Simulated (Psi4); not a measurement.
# TiHCl3O (SMILES Cl[Ti](Cl)(Cl)O): revPBE/def2-SVP

Aim: the vertical singlet–triplet gap of TiHCl3O at revPBE/def2-SVP, from 2 runs. 

Program for the calculation: Psi4 1.11.

14 further runs of the same task are left out: 12 that didn't finish, 2 set aside as unsound or not needed.

## 1. The molecule

TiHCl3O: 6 atoms, total charge 0, spin state singlet. SMILES: `Cl[Ti](Cl)(Cl)O`. The coordinates come from a PBE0-D4/def2-TZVP relaxation.

Bond lengths: Cl1–Ti2 2.179 Å, Ti2–Cl3 2.179 Å, Ti2–Cl4 2.180 Å, Ti2–O5 1.745 Å, O5–H6 0.958 Å. Angles: Cl1–Ti2–Cl3 108.5°, Cl1–Ti2–Cl4 110.3°, Cl1–Ti2–O5 109.1°, Cl3–Ti2–Cl4 110.3°, Cl3–Ti2–O5 109.1°, Cl4–Ti2–O5 109.5°, Ti2–O5–H6 146.9°.

## 2. Energy and forces at revPBE/def2-SVP

calc.dat reads:

```
memory 2.2 GB

molecule {
  0 1
  Cl
  Ti 1 R2
  Cl 2 R3 1 A3
  Cl 2 R4 3 A4 1 D4
  O 2 R5 3 A5 1 D5
  H 5 R6 2 A6 3 D6

  R2 = 2.178993
  R3 = 2.178883
  A3 = 108.52943
  R4 = 2.17971
  A4 = 110.27077
  D4 = -120.8943
  R5 = 1.744728
  A5 = 109.12654
  D5 = 118.83634
  R6 = 0.957836
  A6 = 146.86831
  D6 = -58.12783
  units angstrom
  symmetry c1
  no_reorient
  no_com
}

set basis def2-SVP
set puream true
set e_convergence 1e-09
set d_convergence 1e-08
set scf_type pk
set dft_radial_points 99
set dft_spherical_points 590

result, w = gradient('revpbe', return_wfn=True)
```

On the command line:

```sh
psi4 -i calc.dat -o calc.out -n 1
```

calc.out (excerpt; [...] marks lines left out):

```text
[...]
  Running in c1 symmetry.
[...]
  Nuclear repulsion =  537.727189304694207
[...]
  Multiplicity = 1
[...]
  Nalpha       = 41
  Nbeta        = 41
[...]
    Number of basis functions: 104
[...]
   @RKS iter   1: -2304.86644300062335   -2.89952e-01   8.51080e-03 DIIS/ADIIS
[...]
   @RKS iter  14: -2305.18819056755774   -1.18234e-11   3.96848e-09 DIIS
[...]
    Orbital Energies [Eh]
    ---------------------
    Doubly Occupied:
       1A   -177.804998     2A   -100.657402     3A   -100.657220
       4A   -100.654513     5A    -19.571411     6A    -18.817216
       7A    -16.357628     8A    -16.357011     9A    -16.356890
      10A     -9.181711    11A     -9.181533    12A     -9.178869
      13A     -7.001549    14A     -7.001381    15A     -6.998831
      16A     -6.998604    17A     -6.998438    18A     -6.998248
      19A     -6.998066    20A     -6.995852    21A     -6.995197
      22A     -2.302800    23A     -1.463694    24A     -1.456726
      25A     -1.456294    26A     -0.911971    27A     -0.739146
      28A     -0.732158    29A     -0.730248    30A     -0.487767
      31A     -0.347184    32A     -0.345749    33A     -0.345323
      34A     -0.334161    35A     -0.332946    36A     -0.316080
[...]
  @RKS Final Energy: -2305.18819056755774
   => Energetics <=
    Nuclear Repulsion Energy =            537.7271893046942068
    One-Electron Energy =               -4246.5378240954360081
    Two-Electron Energy =                1539.0659220152492708
    DFT Exchange-Correlation Energy =    -135.4434777920648969
    Empirical Dispersion Energy =           0.0000000000000000
    VV10 Nonlocal Energy =                  0.0000000000000000
    Total Energy =                      -2305.1881905675577400
[...]
 Multipole Moments:
 ------------------------------------------------------------------------------------
     Multipole            Electronic (a.u.)      Nuclear  (a.u.)        Total (a.u.)
 ------------------------------------------------------------------------------------
 L = 1.  Multiply by 2.5417464519 to convert [e a0] to [Debye]
 Dipole X            :          1.6612101           -2.6969168           -1.0357067
 Dipole Y            :         -0.7486640            0.9690992            0.2204352
 Dipole Z            :         -0.5417379            0.7100349            0.1682970
 Magnitude           :                                                    1.0721958
[...]
  -Total Gradient:
     Atom            X                  Y                   Z
    ------   -----------------  -----------------  -----------------
       1        0.000337882493    -0.000155165755     0.008377659684
       2       -0.001100687853     0.000622804056     0.000443173055
       3        0.000343072141     0.007884187966    -0.002808412050
       4       -0.006664254072    -0.004300890594    -0.003091048890
       5       -0.008482727348    -0.004251568070    -0.002866771632
       6        0.015601900926     0.000211585068    -0.000048011605
[...]
```

It took 29 s on 1 thread of Intel Xeon Platinum 8259CL at 2.50GHz (Skylake/Cascade Lake), shared host; peak memory 1.1 GiB.

## 3. The triplet at the same level

calc.py reads:

```python
import psi4

psi4.set_memory('2200 MB')
psi4.set_num_threads(1)
psi4.set_output_file('output.dat', False)

geom = psi4.geometry("""
0 3
Cl    -1.629250    -0.831330     1.360800
Ti    -0.080580    -0.347470    -0.093680
Cl     1.757320    -1.362960     0.488070
Cl    -0.693400    -0.978720    -2.087950
O      0.191890     1.375840    -0.087440
H      0.454040     2.144630     0.420190
symmetry c1
""")

psi4.set_options({
    'basis': 'def2-SVP',
    'reference': 'uks',
    'puream': True,
    'e_convergence': 1e-09,
    'd_convergence': 1e-08,
    'scf_type': 'pk',
    'dft_radial_points': 99,
    'dft_spherical_points': 590,
    'maxiter': 100,
})

result, w = psi4.gradient('revpbe', molecule=geom, return_wfn=True)
psi4.oeprop(w, 'MULLIKEN_CHARGES', 'QUADRUPOLE', 'DIPOLE', title='REVPBE')
print('gradient / Eh bohr^-1')
print(result.np.round(6))
print(f'energy = {w.energy():.10f} Eh')
for k, v in sorted(psi4.core.scalar_variables().items()):
    print(f'{k:45s} {v:18.10f}')
```

On the command line:

```sh
python calc.py
```

output.dat (excerpt; [...] marks lines left out):

```text
[...]
  Running in c1 symmetry.
[...]
  Nuclear repulsion =  537.727169234765938
[...]
  Multiplicity = 3
[...]
  Nalpha       = 42
  Nbeta        = 40
[...]
    Number of basis functions: 104
[...]
   @UKS iter   1: -2304.67286849193351   -8.30612e-02   8.85023e-03 ADIIS/DIIS
[...]
   @UKS iter  33: -2305.03893214377695   -9.09495e-13   3.91106e-09 DIIS
[...]
   @S^2 Observed:                2.001891954E+00
[...]
  @UKS Final Energy: -2305.03893214377695
   => Energetics <=
    Nuclear Repulsion Energy =            537.7271692347659382
    One-Electron Energy =               -4248.2095033901659917
    Two-Electron Energy =                1540.9966364990318652
    DFT Exchange-Correlation Energy =    -135.5532344874086164
    Empirical Dispersion Energy =           0.0000000000000000
    VV10 Nonlocal Energy =                  0.0000000000000000
    Total Energy =                      -2305.0389321437769468
[...]
  -Total Gradient:
     Atom            X                  Y                   Z
    ------   -----------------  -----------------  -----------------
       1        0.028669803691     0.012093610215    -0.032207219931
       2        0.006319305025    -0.008910021047     0.016253959496
       3       -0.036792530943     0.023177429425    -0.014533312113
       4        0.009558141114     0.014836382517     0.034002417562
       5       -0.002693360349    -0.028334335680     0.006956731369
       6       -0.005073780774    -0.012884066743    -0.010501022266
[...]
 Multipole Moments:
 ------------------------------------------------------------------------------------
     Multipole            Electronic (a.u.)      Nuclear  (a.u.)        Total (a.u.)
 ------------------------------------------------------------------------------------
 L = 1.  Multiply by 2.5417464519 to convert [e a0] to [Debye]
 Dipole X            :         -0.3624888            0.5895922            0.2271034
 Dipole Y            :         -2.1215904            2.8473893            0.7257989
 Dipole Z            :         -0.1289960            0.5112891            0.3822931
 Magnitude           :                                                    0.8511803
 L = 2.  Multiply by 1.3450342976 to convert [e a0^2] to [Debye ang]
 Quadrupole XX       :       -420.7918809          376.2719760          -44.5199049
 Quadrupole XY       :         29.7400220          -28.5556759            1.1843462
[...]
```

Standard output:

```text
gradient / Eh bohr^-1
[[ 0.02867   0.012094 -0.032207]
 [ 0.006319 -0.00891   0.016254]
 [-0.036793  0.023177 -0.014533]
 [ 0.009558  0.014836  0.034002]
 [-0.002693 -0.028334  0.006957]
 [-0.005074 -0.012884 -0.010501]]
energy = -2305.0389321438 Eh
CURRENT ENERGY                                  -2305.0389321438
CURRENT REFERENCE ENERGY                        -2305.0389321438
DD SOLVATION ENERGY                                 0.0000000000
DFT FUNCTIONAL TOTAL ENERGY                     -2305.0389321438
DFT TOTAL ENERGY                                -2305.0389321438
DFT VV10 ENERGY                                     0.0000000000
DFT XC ENERGY                                    -135.5532344874
GRID ELECTRONS ALPHA                               42.0000017731
GRID ELECTRONS BETA                                40.0000017293
GRID ELECTRONS TOTAL                               82.0000035024
NUCLEAR REPULSION ENERGY                          537.7271692348
ONE-ELECTRON ENERGY                             -4248.2095033902
PCM POLARIZATION ENERGY                             0.0000000000
PE ENERGY                                           0.0000000000
SCF ITERATION ENERGY                            -2305.0389321438
SCF ITERATIONS                                     33.0000000000
SCF TOTAL ENERGY                                -2305.0389321438
TWO-ELECTRON ENERGY                              1540.9966364990
XC GRID RADIAL POINTS                              99.0000000000
XC GRID SPHERICAL POINTS                          590.0000000000
XC GRID TOTAL POINTS                           336193.0000000000
```

It took 65 s on 1 thread of Intel Xeon Platinum 8259CL at 2.50GHz (Skylake/Cascade Lake), shared host; peak memory 1.1 GiB.

## 4. Outcome

At revPBE/def2-SVP:

```
                                        quantity           value
                           singlet: total energy  -2305.18819 Eh
                          singlet: dipole moment          2.73 D
                            singlet: HOMO energy        -7.63 eV
                            singlet: LUMO energy        -3.88 eV
                          singlet: HOMO–LUMO gap         3.75 eV
               singlet: largest force on an atom      0.802 eV/Å
                           triplet: total energy  -2305.03893 Eh
                          triplet: dipole moment          2.16 D
     triplet: HOMO energy (highest over α and β)        -3.06 eV
                                   triplet: ⟨S²⟩           2.002
               triplet: largest force on an atom      2.358 eV/Å
vertical energy of the triplet above the singlet        4.062 eV
```

What this shows: At this shape the triplet lies 4.06 eV (94 kcal/mol) above the singlet. The largest force (singlet) is 0.80 eV/Å: the shape isn't a stationary point for this species at this level. Mulliken charges (triplet) run from -0.36 on O5 to +0.60 on Ti2; they depend strongly on the basis.
